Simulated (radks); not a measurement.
**Excited configurations of Cr²⁺**

The task here is to estimate one member of a computed series from the others.

Program: radks (a radial shooting solver on a logarithmic mesh, Libxc functionals) version 1. Level of theory: scalar-relativistic Kohn-Sham, r2SCAN, spin-unpolarised, spherical densities, finite nucleus. These are calculated values, not measurements, unless marked.

### Starting point

```
element            : chromium (Z = 24)
charge             : +2
electrons          : 22
configuration      : [Ar] 3d4
nuclear rms radius : 3.6452 fm
```

The outer shells:

Cr²⁺
```
[Ar] core
3d [↑ ][↑ ][↑ ][↑ ][  ]
```

Set-up of the first run:

Input:

```text
Z 24
configuration [Ar] 3d4
relativity scalar-relativistic
functional r2scan,r2scan
spin unpolarised
nucleus finite rms 3.6452 fm
c 137.035999084
```

Among the steps run: Ground configuration: [Ar] 3d4.

One table of the session follows, with a row left open; its other results are not shown here.

It belongs to the step «Ground configuration: [Ar] 3d4». Sizes of the orbitals, from the radial functions (bohr):

| level | <r> | outermost maximum (interpolated) | 90 % within | nodes |
| --- | --- | --- | --- | --- |
| 1s | ? | ? | ? | ? |
| 2s | 0.2924 | 0.243 | 0.453 | 1 |
| 2p | 0.2596 | 0.198 | 0.426 | 0 |
| 3s | 0.8980 | 0.775 | 1.34 | 2 |
| 3p | 0.9567 | 0.797 | 1.47 | 1 |
| 3d | 1.222 | 0.823 | 2.09 | 0 |

Estimate the missing values for 1s.

As computed: <r>: 0.06356; outermost maximum (interpolated): 0.0416; 90 % within: 0.114; nodes: 0. In the column «<r>» it is the lowest.

Limits of these values: Spin polarisation and multiplet splitting are left out, so open shells lie too high by an amount that depends on their filling.
